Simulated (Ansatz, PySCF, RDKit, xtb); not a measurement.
**Si2NH3Cl2F2: which of the isomers drawn lies lowest?**

Which of a sample of isomers of Si2NH3Cl2F2 is the most stable in the gas at 298.15 K, and what are its properties? The sample is small against all isomers, and the most stable one of this formula need not be in it. One structure proposed beforehand is put among the starts (marked given), to see whether the search confirms or beats it.

Plan: many cheap relaxations first (GFN2-xTB), then density-functional screening, relaxation at B3LYP-D3(BJ)/def2-SVP, vibrations (at GFN2-xTB) and a final energy. The numbers are computed, not measured.

3 further runs of the same task are left out: 3 set aside as unsound or not needed.

### 1 Possible bonding patterns

Isomers were drawn by moving bonds and hydrogen atoms under normal valences; this is a sample, not all of them. O–O, O–halogen and N–halogen bonds and N–N–N chains are not drawn. That gives 11 candidates.

```csv
label,SMILES,spin
c091,F[Si](F)(Cl)N[SiH2]Cl,singlet
c116,F[Si@H](Cl)N[Si@@H](F)Cl,singlet
c183,N[Si](F)(F)[SiH](Cl)Cl,singlet
c214,F[SiH](F)N[SiH](Cl)Cl,singlet
c275,F[SiH2]N[Si](F)(Cl)Cl,singlet
c312,N[Si@H](Cl)[Si](F)(F)Cl,singlet
c313,F[Si@H](Cl)N[Si@H](F)Cl,singlet
c447,N[Si@](F)(Cl)[Si@@H](F)Cl,singlet
c471,N[Si](Cl)(Cl)[SiH](F)F,singlet
c569,N[Si@](F)(Cl)[Si@H](F)Cl,singlet
c732,N[Si@H](F)[Si](F)(Cl)Cl,singlet
```

Candidates are built by distance geometry, with a force field where one applies, in up to four conformers (letters a to d). 2 starts with atoms placed at random are added, to find patterns that the rules miss.

### 2 Cheap relaxation of all starts

All 41 starts are relaxed the same way. One of them, c312c (drawn by moving bonds, embedded by distance geometry and MMFF94), in full:

start.xyz reads:

```xyz
10
c312c
Cl    -0.759530     1.620034     2.272872
Cl     3.410856     1.866906     1.397456
F      2.585824     1.113606    -1.362112
F      2.017350    -0.659818     0.445250
N     -0.168435     3.575140     0.033272
Si    -0.075249     1.894313     0.412975
Si     2.066724     0.879454     0.115608
H      0.320725     4.129053     0.719130
H      0.189870     3.787942    -0.844907
H     -1.051403     1.224676    -0.479755
```

Command:

```console
$ xtb start.xyz --gfn 2 --opt
```

The log of the run, cut to the lines that bear on the results:

```text
* xtb version 6.7.1
[...]
          :  # basis functions                  55          :
[...]
          :  # electrons                        44          :
[...]
          :  Hamiltonian                  GFN2-xTB          :
[...]
          :  net charge                          0          :
          :  unpaired electrons                  0          :
[...]
   *** convergence criteria satisfied after 16 iterations ***
[...]
   *** GEOMETRY OPTIMIZATION CONVERGED AFTER 41 ITERATIONS ***
[...]
   *** convergence criteria satisfied after 3 iterations ***
[...]
         ::                     SUMMARY                     ::
         :::::::::::::::::::::::::::::::::::::::::::::::::::::
         :: total energy             -26.707060472276 Eh    ::
         :: gradient norm              0.000615644067 Eh/a0 ::
         :: HOMO-LUMO gap              4.927070295803 eV    ::
         ::.................................................::
         :: SCC energy               -26.818854636350 Eh    ::
         :: -> isotropic ES            0.066097543005 Eh    ::
         :: -> anisotropic ES         -0.000095596675 Eh    ::
         :: -> anisotropic XC         -0.003136904607 Eh    ::
         :: -> dispersion             -0.009244458299 Eh    ::
         :: repulsion energy           0.111794164074 Eh    ::
         :: add. restraining           0.000000000000 Eh    ::
         :: total charge               0.000000000000 e     ::
         :::::::::::::::::::::::::::::::::::::::::::::::::::::
[...]
        22        2.0000           -0.4067632             -11.0686 (HOMO)
        23                         -0.2256967              -6.1415 (LUMO)
[...]
     #   Z          covCN         q      C6AA      α(0)
     1  17 Cl       0.805    -0.253   107.085    15.830
     2  17 Cl       0.805    -0.170   104.372    15.628
     3   9 F        0.705    -0.270    11.993     4.089
     4   9 F        0.705    -0.264    11.934     4.079
     5   7 N        2.542    -0.390    30.127     8.151
     6  14 Si       3.491     0.462   101.898    19.553
     7  14 Si       3.165     0.583   143.449    25.434
     8   1 H        0.861     0.175     1.243     1.746
     9   1 H        0.861     0.174     1.249     1.751
    10   1 H        0.916    -0.047     4.013     3.133
[...]
     #   Z sym  total        # sym  WBO       # sym  WBO       # sym  WBO
 ---------------------------------------------------------------------------
     1  17 Cl   1.206 --     6 Si   1.106
     2  17 Cl   1.317 --     7 Si   1.180
     3   9 F    1.190 --     7 Si   1.097
     4   9 F    1.199 --     7 Si   1.104
     5   7 N    3.253 --     6 Si   1.238     9 H    0.957     8 H    0.954
     6  14 Si   4.041 --     5 N    1.238     1 Cl   1.106    10 H    0.872
                             7 Si   0.730
     7  14 Si   4.204 --     2 Cl   1.180     4 F    1.104     3 F    1.097
                             6 Si   0.730
     8   1 H    0.969 --     5 N    0.954
     9   1 H    0.970 --     5 N    0.957
    10   1 H    0.998 --     6 Si   0.872
 ---------------------------------------------------------------------------
[...]
molecular dipole:
                 x           y           z       tot (Debye)
 q only:       -0.856       0.907      -0.525
   full:       -0.677       0.930      -0.486       3.174
molecular quadrupole (traceless):
[...]
          | TOTAL ENERGY              -26.707060472276 Eh   |
          | GRADIENT NORM               0.000615644067 Eh/α |
          | HOMO-LUMO GAP               4.927070295803 eV   |
           -------------------------------------------------
[...]
```

Run time: 0.7 s. Hardware: 2 threads of AMD EPYC (Zen 3), shared host.

### 3 Distinct minima at GFN2-xTB

41 of the 41 relaxations converged; 2 ended on a minimum already found. 39 distinct structures remain, the lowest 22 here:

```csv
label,start,SMILES after,spin,energy (kcal/mol)
c214c,drawn,F[SiH](F)N[SiH](Cl)Cl,singlet,0.0
c214b,drawn,F[SiH](F)N[SiH](Cl)Cl,singlet,1.0
c214d,drawn,F[SiH](F)N[SiH](Cl)Cl,singlet,1.0
c214a,drawn,F[SiH](F)N[SiH](Cl)Cl,singlet,1.0
c313c,drawn,F[Si@H](Cl)N[Si@H](F)Cl,singlet,1.1
c116a,drawn,F[Si@H](Cl)N[Si@@H](F)Cl,singlet,1.1
c313a,drawn,F[Si@H](Cl)N[Si@H](F)Cl,singlet,1.2
c313d,drawn,F[Si@H](Cl)N[Si@H](F)Cl,singlet,1.9
c116b,drawn,F[Si@H](Cl)N[Si@@H](F)Cl,singlet,2.4
c116d,drawn,F[Si@H](Cl)N[Si@@H](F)Cl,singlet,2.5
c116c,drawn,F[Si@H](Cl)N[Si@@H](F)Cl,singlet,2.7
c091b,drawn,F[Si](F)(Cl)N[SiH2]Cl,singlet,6.8
c091c,drawn,F[Si](F)(Cl)N[SiH2]Cl,singlet,7.2
c275c,drawn,F[SiH2]N[Si](F)(Cl)Cl,singlet,7.3
c275a,drawn,F[SiH2]N[Si](F)(Cl)Cl,singlet,7.3
c091d,drawn,F[Si](F)(Cl)N[SiH2]Cl,singlet,7.3
c091a,given,F[Si](F)(Cl)N[SiH2]Cl,singlet,7.9
c275d,drawn,F[SiH2]N[Si](F)(Cl)Cl,singlet,7.9
c275b,drawn,F[SiH2]N[Si](F)(Cl)Cl,singlet,8.7
c471b,drawn,N[Si](Cl)(Cl)[SiH](F)F,singlet,27.0
c471a,drawn,N[Si](Cl)(Cl)[SiH](F)F,singlet,27.3
c183a,drawn,N[Si](F)(F)[SiH](Cl)Cl,singlet,27.7
```

### 4 Screening with a density functional

A choice of the minima (the low ones first, few conformers of a pattern, up to a cap) and the lowest that fell apart get a single point at r2SCAN-D4/def2-SVP on the tight-binding geometry, and one at HF/STO-3G for comparison. The lowest singlets are also tried as triplets at the same geometry (label ending in t). Within 30 kcal/mol but not screened, among others: c214d, c214a, c313d, c116d, c116c, c091d, c091a, c275d, c275b, c183a and 12 more. The first, c214c:

input.yaml reads:

```yaml
crystal:
  periodic: [false, false, false]
  atoms:
    - {symbol: Cl, position_ang: [-3.104576, -1.201029, -2.283085]}
    - {symbol: Cl, position_ang: [-1.217735, -3.197522, -0.431346]}
    - {symbol: F, position_ang: [-0.441934, -0.233814, 2.254767]}
    - {symbol: F, position_ang: [0.545130, 1.579145, 0.802933]}
    - {symbol: "N", position_ang: [-1.067116, -0.169971, -0.357366]}
    - {symbol: Si, position_ang: [0.176153, 0.029041, 0.809381]}
    - {symbol: Si, position_ang: [-2.211774, -1.460304, -0.503985]}
    - {symbol: H, position_ang: [1.359226, -0.771408, 0.651980]}
    - {symbol: H, position_ang: [-1.161622, 0.588981, -1.013742]}
    - {symbol: H, position_ang: [-3.197357, -1.424916, 0.562426]}
basis:
  gaussian: {orbitals: def2-SVP}
hamiltonian: {xc: {name: r2SCAN}, dispersion: d4}
scf: {lower_state_search: off}
```

Command:

```console
$ ansatz run input.yaml --threads 2 --pin off --max-ram 4350MiB --events-out events.jsonl --progress --plain --runs-dir runs
```

The log of the run, cut to the lines that bear on the results:

```text
Warning: RAYON_NUM_THREADS=2 ignored (pool sized by the plan → 2); use --threads N
Functional definition: r2SCAN
  name "r2SCAN"
[...]
1424 factors; their error is unknown
[...]
mean field -47756.63693827 eV, -1755.0240368703 hartree, gradient 1.6e-6 eV, S^2 0.000000; 0 other end points of the search recorded, 0 dependent functions left out
reference -47756.63694750 eV, -1755.0240372094 hartree; 45, 45 occupied and 84, 84 virtual orbitals, 1424 factors
Total energy: -47756.72319033 eV, -1755.0272065751 hartree
Checks for a lower state left out: stability, starts, cluster_reference, orbital_swaps, neighbouring_geometries, increment
```

Run time: 5.1 s. Hardware: 2 threads of AMD EPYC (Zen 3), shared host; peak memory 0.18 GiB.

Relative energies in kcal/mol, each column from its lowest structure that stays in one piece:

```csv
label,SMILES,spin,GFN2-xTB,HF/STO-3G,r2SCAN-D4/def2-SVP
c214c,F[SiH](F)N[SiH](Cl)Cl,singlet,0.0,1.8,0.0
c214b,F[SiH](F)N[SiH](Cl)Cl,singlet,1.0,0.5,0.4
c313a,F[Si@H](Cl)N[Si@H](F)Cl,singlet,1.2,1.5,0.5
c116b,F[Si@H](Cl)N[Si@@H](F)Cl,singlet,2.4,0.3,0.5
c313c,F[Si@H](Cl)N[Si@H](F)Cl,singlet,1.1,2.2,1.1
c116a,F[Si@H](Cl)N[Si@@H](F)Cl,singlet,1.1,2.1,1.1
c091b,F[Si](F)(Cl)N[SiH2]Cl,singlet,6.8,0.2,2.5
c091c,F[Si](F)(Cl)N[SiH2]Cl,singlet,7.2,0.0,2.8
c275c,F[SiH2]N[Si](F)(Cl)Cl,singlet,7.3,3.8,3.6
c275a,F[SiH2]N[Si](F)(Cl)Cl,singlet,7.3,4.7,4.5
c471a,N[Si](Cl)(Cl)[SiH](F)F,singlet,27.3,19.8,22.6
c471b,N[Si](Cl)(Cl)[SiH](F)F,singlet,27.0,23.3,23.3
c754,[NH2][Si]([F])([F])[Cl].[SiH][Cl] ‡,singlet,65.0,66.3,60.1
c214ct,F[SiH](F)N[SiH](Cl)Cl,triplet,–,–,159.9
c313at,F[Si@H](Cl)N[Si@H](F)Cl,triplet,–,–,160.8
```

‡ marks the bonded skeleton alone, with all bonds drawn single: no Lewis structure was assigned that passes a check against the bond lengths.

### 5 Third filter: density-functional geometries

5 candidates are relaxed at B3LYP-D3(BJ)/def2-SVP (chosen among the lowest in one piece). The first, c214c:

Changes to input.yaml since step 4:

```diff
@@ -7,3 +7,3 @@
     - {symbol: F, position_ang: [0.545130, 1.579145, 0.802933]}
-    - {symbol: "N", position_ang: [-1.067116, -0.169971, -0.357366]}
+    - {symbol: N, position_ang: [-1.067116, -0.169971, -0.357366]}
     - {symbol: Si, position_ang: [0.176153, 0.029041, 0.809381]}
@@ -14,4 +14,13 @@
 basis:
-  gaussian: {orbitals: def2-SVP}
-hamiltonian: {xc: {name: r2SCAN}, dispersion: d4}
-scf: {lower_state_search: off}
+  gaussian:
+    orbitals: def2-SVP
+magnetization:
+  spin_polarized: false
+  initial_magnetization: 0
+hamiltonian:
+  xc: {name: B3LYP}
+  dispersion: d3bj
+scf:
+  lower_state_search: "off"
+relax:
+  f_tol: 0.006
```

Command:

```console
$ ansatz run input.yaml --threads 2 --pin off --max-ram 4350MiB --events-out events.jsonl --progress --plain --runs-dir runs
```

The log of the run, cut to the lines that bear on the results:

```text
Warning: RAYON_NUM_THREADS=2 ignored (pool sized by the plan → 2); use --threads N
[...]
Functional definition: B3LYP
  name "B3LYP"
[...]
1282 factors; integrals over basis functions are off by at most 3.6e-4 eV
[...]
mean field -47764.08709443 eV, -1755.2978250591 hartree, gradient 3.6e-6 eV, S^2 0.000000; 0 other end points of the search recorded, 0 dependent functions left out
[...]
reference -47764.08736135 eV, -1755.2978348685 hartree; 45, 45 occupied and 84, 84 virtual orbitals, 1282 factors
relax step   1: F+E_penalty+E_count = -47764.68833870 eV  Δ(F+E_penalty+E_count) = +0.000e0 eV  max|allowed force component| = 1.325e0 eV/Å  Δτ_max = 0.0000 Å  (15 SCF iters, accepted)
[...]
relax step   8: F+E_penalty+E_count = -47764.85580910 eV  Δ(F+E_penalty+E_count) = -3.010e-3 eV  max|allowed force component| = 5.317e-2 eV/Å  Δτ_max = 0.0222 Å  (20 SCF iters, accepted)
[...]
Atom 1 at    -1.299692    -3.071181     0.176879 Å, force     0.000669    -0.000210    -0.001905 eV/Å
Atom 2 at     0.125673    -0.358707     2.293268 Å, force     0.000500    -0.000721    -0.000811 eV/Å
Atom 3 at     0.722535     1.519211     0.618494 Å, force    -0.001465     0.000549    -0.001138 eV/Å
Atom 4 at    -1.316836    -0.049486    -0.037984 Å, force    -0.000373    -0.001219    -0.001266 eV/Å
Atom 5 at     0.231639    -0.017594     0.719530 Å, force    -0.000970    -0.000537    -0.000180 eV/Å
Atom 6 at    -2.269750    -1.393132    -0.541494 Å, force     0.001377     0.000957     0.003747 eV/Å
Atom 7 at     1.228019    -0.913079     0.121920 Å, force    -0.000427    -0.000178     0.001268 eV/Å
Atom 8 at    -1.703146     0.875722    -0.228493 Å, force     0.001118     0.000665     0.000452 eV/Å
Atom 9 at    -3.652036    -1.348812    -0.027935 Å, force     0.000036     0.000951    -0.003142 eV/Å
Dipole moment:    -0.257474     0.128384    -0.152623 e Å
Checks for a lower state left out: stability, starts, cluster_reference, orbital_swaps, neighbouring_geometries, increment
```

Run time: 3 min. Hardware: 2 threads of AMD EPYC (Zen 3), shared host; peak memory 0.32 GiB.

Energy change by step (eV): 0.0000, -0.1323, -0.1470, -0.1530, -0.1587, -0.1615, -0.1645, -0.1675, -0.1689, -0.1691, -0.1704, -0.1711, -0.1723, -0.1736, -0.1746, -0.1774, -0.1777, -0.1798, -0.1816, -0.1823, -0.1831, -0.1834, -0.1837, -0.1838, -0.1841, -0.1842, -0.1842, -0.1843, -0.1843, -0.1843.

After the run. Bond lengths: F3–Si6 1.614 Å, F4–Si6 1.616 Å, N5–Si6 1.724 Å, Cl1–Si7 2.067 Å, Cl2–Si7 2.067 Å, N5–Si7 1.722 Å, Si6–H8 1.467 Å, N5–H9 1.021 Å, Si7–H10 1.475 Å. Some angles: F3–Si6–F4 106.4°, F3–Si6–N5 111.4°, F4–Si6–N5 105.2°, Si6–N5–Si7 129.8°, Cl1–Si7–Cl2 109.2°, Cl1–Si7–N5 111.4°, Cl2–Si7–N5 105.8°, F3–Si6–H8 108.2°, F4–Si6–H8 110.4°, N5–Si6–H8 114.8°.

### 6 Ranking at B3LYP-D3(BJ)/def2-SVP

```csv
label,spin,r2SCAN-D4/def2-SVP (kcal/mol),"B3LYP-D3(BJ)/def2-SVP, relaxed (kcal/mol)",time
c214c,singlet,0.0,0.0,3 min
c214b,singlet,0.4,0.1,3.6 min
c313c,singlet,1.1,0.5,2.8 min
c313a,singlet,0.5,0.7,2.9 min
c116b,singlet,0.5,0.8,84 s
```

c214c: Bond lengths: F3–Si6 1.614 Å, F4–Si6 1.616 Å, N5–Si6 1.724 Å, Cl1–Si7 2.067 Å, Cl2–Si7 2.067 Å, N5–Si7 1.722 Å, Si6–H8 1.467 Å, N5–H9 1.021 Å, Si7–H10 1.475 Å. Some angles: F3–Si6–F4 106.4°, F3–Si6–N5 111.4°, F4–Si6–N5 105.2°, Si6–N5–Si7 129.8°, Cl1–Si7–Cl2 109.2°, Cl1–Si7–N5 111.4°, Cl2–Si7–N5 105.8°, F3–Si6–H8 108.2°, F4–Si6–H8 110.4°, N5–Si6–H8 114.8°.

c214b: Bond lengths: F3–Si6 1.614 Å, F4–Si6 1.616 Å, N5–Si6 1.716 Å, Cl1–Si7 2.067 Å, Cl2–Si7 2.066 Å, N5–Si7 1.733 Å, Si6–H8 1.471 Å, N5–H9 1.019 Å, Si7–H10 1.472 Å. Some angles: F3–Si6–F4 107.5°, F3–Si6–N5 112.2°, F4–Si6–N5 104.7°, Si6–N5–Si7 126.7°, Cl1–Si7–Cl2 108.9°, Cl1–Si7–N5 106.0°, Cl2–Si7–N5 111.5°, F3–Si6–H8 107.1°, F4–Si6–H8 110.6°, N5–Si6–H8 114.5°.

c313c: Bond lengths: Cl1–Si6 2.060 Å, F3–Si6 1.620 Å, N5–Si6 1.718 Å, Cl2–Si7 2.060 Å, F4–Si7 1.620 Å, N5–Si7 1.728 Å, Si6–H8 1.473 Å, N5–H9 1.021 Å, Si7–H10 1.470 Å. Some angles: Cl1–Si6–F3 107.0°, Cl1–Si6–N5 107.1°, F3–Si6–N5 111.5°, Si6–N5–Si7 129.9°, Cl2–Si7–F4 106.6°, Cl2–Si7–N5 112.0°, F4–Si7–N5 105.6°, Cl1–Si6–H8 111.8°, F3–Si6–H8 106.8°, N5–Si6–H8 112.5°.

c313a: Bond lengths: Cl1–Si6 2.061 Å, F3–Si6 1.619 Å, N5–Si6 1.726 Å, Cl2–Si7 2.060 Å, F4–Si7 1.620 Å, N5–Si7 1.720 Å, Si6–H8 1.469 Å, N5–H9 1.019 Å, Si7–H10 1.473 Å. Some angles: Cl1–Si6–F3 106.7°, Cl1–Si6–N5 107.3°, F3–Si6–N5 111.0°, Si6–N5–Si7 126.9°, Cl2–Si7–F4 107.2°, Cl2–Si7–N5 112.6°, F4–Si7–N5 104.7°, Cl1–Si6–H8 111.7°, F3–Si6–H8 107.8°, N5–Si6–H8 112.3°.

### 7 Are they minima? Harmonic frequencies

The lowest few in one piece go on as finalists (c116b drops out). In this search the thermal terms come from GFN2-xTB at its own nearest minimum. The first, c214c:

start.xyz reads:

```xyz
10
c214c
Cl    -2.388010    -1.504740    -2.602222
Cl    -1.299692    -3.071181     0.176879
F      0.125673    -0.358707     2.293268
F      0.722535     1.519211     0.618494
N     -1.316836    -0.049486    -0.037984
Si     0.231639    -0.017594     0.719530
Si    -2.269750    -1.393132    -0.541494
H      1.228019    -0.913079     0.121920
H     -1.703146     0.875722    -0.228493
H     -3.652036    -1.348812    -0.027935
```

Command:

```console
$ xtb start.xyz --gfn 2 --ohess tight
```

The log of the run, cut to the lines that bear on the results:

```text
* xtb version 6.7.1
[...]
          :  # basis functions                  55          :
[...]
          :  # electrons                        44          :
[...]
          :  Hamiltonian                  GFN2-xTB          :
[...]
          :  net charge                          0          :
          :  unpaired electrons                  0          :
[...]
   *** convergence criteria satisfied after 16 iterations ***
[...]
   *** GEOMETRY OPTIMIZATION CONVERGED AFTER 33 ITERATIONS ***
[...]
   *** convergence criteria satisfied after 3 iterations ***
[...]
         ::                     SUMMARY                     ::
         :::::::::::::::::::::::::::::::::::::::::::::::::::::
         :: total energy             -26.753366392855 Eh    ::
         :: gradient norm              0.000242090349 Eh/a0 ::
         :: HOMO-LUMO gap              5.977998474574 eV    ::
         ::.................................................::
         :: SCC energy               -26.867282785882 Eh    ::
         :: -> isotropic ES            0.073381302109 Eh    ::
         :: -> anisotropic ES         -0.001309935526 Eh    ::
         :: -> anisotropic XC         -0.004419351857 Eh    ::
         :: -> dispersion             -0.009535829369 Eh    ::
         :: repulsion energy           0.113916393027 Eh    ::
         :: add. restraining           0.000000000000 Eh    ::
         :: total charge               0.000000000000 e     ::
         :::::::::::::::::::::::::::::::::::::::::::::::::::::
[...]
        22        2.0000           -0.4293065             -11.6820 (HOMO)
        23                         -0.2096189              -5.7040 (LUMO)
[...]
molecular dipole:
                 x           y           z       tot (Debye)
 q only:        0.041       0.022      -0.120
   full:        0.090       0.101      -0.195       0.604
molecular quadrupole (traceless):
[...]
          | TOTAL ENERGY              -26.753366393067 Eh   |
          | TOTAL ENTHALPY            -26.700437122013 Eh   |
          | TOTAL FREE ENERGY         -26.748966787862 Eh   |
          | GRADIENT NORM               0.000242283168 Eh/α |
[...]
```

Wall time 1.3 s (2 threads of AMD EPYC (Zen 3), shared host); peak memory 0.1 GiB.

### 8 Thermal terms of the finalists

As xtb prints them, at 298.15 K, with its own treatment of low modes:

```csv
label,SMILES,spin,lowest mode (cm⁻¹),zero-point (kcal/mol),G − E (kcal/mol)
c214c,F[SiH](F)N[SiH](Cl)Cl,singlet,21,26.2,2.8
c214b,F[SiH](F)N[SiH](Cl)Cl,singlet,12i,26.2,2.8
c313c,F[Si@H](Cl)N[Si@H](F)Cl,singlet,21,26.2,3.3
c313a,F[Si@H](Cl)N[Si@H](F)Cl,singlet,25,26.2,3.2
```

c214b keeps an imaginary mode, a small one that points to a nearly free motion; the harmonic terms are rough for it.

### 9 Energies at the top level

Single points at CCSD(T)/def2-SVP + MP2/def2-TZVPP - MP2/def2-SVP on the refined geometries decide the order.

c214c, CCSD(T)/def2-SVP:

input.yaml reads:

```yaml
crystal:
  periodic: [false, false, false]
  atoms:
    - {symbol: Cl, position_ang: [-2.388010, -1.504740, -2.602222]}
    - {symbol: Cl, position_ang: [-1.299692, -3.071181, 0.176879]}
    - {symbol: F, position_ang: [0.125673, -0.358707, 2.293268]}
    - {symbol: F, position_ang: [0.722535, 1.519211, 0.618494]}
    - {symbol: N, position_ang: [-1.316836, -0.049486, -0.037984]}
    - {symbol: Si, position_ang: [0.231639, -0.017594, 0.719530]}
    - {symbol: Si, position_ang: [-2.269750, -1.393132, -0.541494]}
    - {symbol: H, position_ang: [1.228019, -0.913079, 0.121920]}
    - {symbol: H, position_ang: [-1.703146, 0.875722, -0.228493]}
    - {symbol: H, position_ang: [-3.652036, -1.348812, -0.027935]}
basis:
  gaussian: {orbitals: def2-SVP}
magnetization: {spin_polarized: false, initial_magnetization: 0}
correlation: {method: ccsd_t, frozen_orbitals: {Si: 5, F: 1, "N": 1, Cl: 5, H: 0}}
```

Command:

```console
$ ansatz run input.yaml --threads 2 --pin off --max-ram 4350MiB --events-out events.jsonl --progress --plain --runs-dir runs
```

The log of the run, cut to the lines that bear on the results:

```text
Warning: RAYON_NUM_THREADS=2 ignored (pool sized by the plan → 2); use --threads N
Functional definition: HF
  name "HF"
[...]
1201 factors; integrals over basis functions are off by at most 1.1e-3 eV
[...]
mean field -47662.56819248 eV, -1751.5670742245 hartree, gradient 1.6e-6 eV, S^2 0.000000; 0 other end points of the search recorded, 0 dependent functions left out
23 core orbitals not correlated: weight in the atoms' cores, before any rotation towards them, 1.000 or more for the frozen orbitals, at most 0.000 for the correlated occupied ones
reference -47662.56819248 eV, -1751.5670742245 hartree; 22, 22 occupied and 84, 84 virtual orbitals, 1201 factors
second order -26.69193718 eV of doubles, -0.00000000 eV of singles
cycle   1  -27.36313767 eV  change   -6.7e-1 eV  update   1.1e-1
[...]
cycle   8  -28.04054234 eV  change    4.7e-5 eV  update   3.4e-5
perturbative correction -0.57402607 eV, -0.0210950689 hartree
Total energy: -47691.18276088 eV, -1752.6186402177 hartree
```

It took 40 s on 2 threads of AMD EPYC (Zen 3), shared host; peak memory 0.73 GiB.

[end of part 1 of 2]
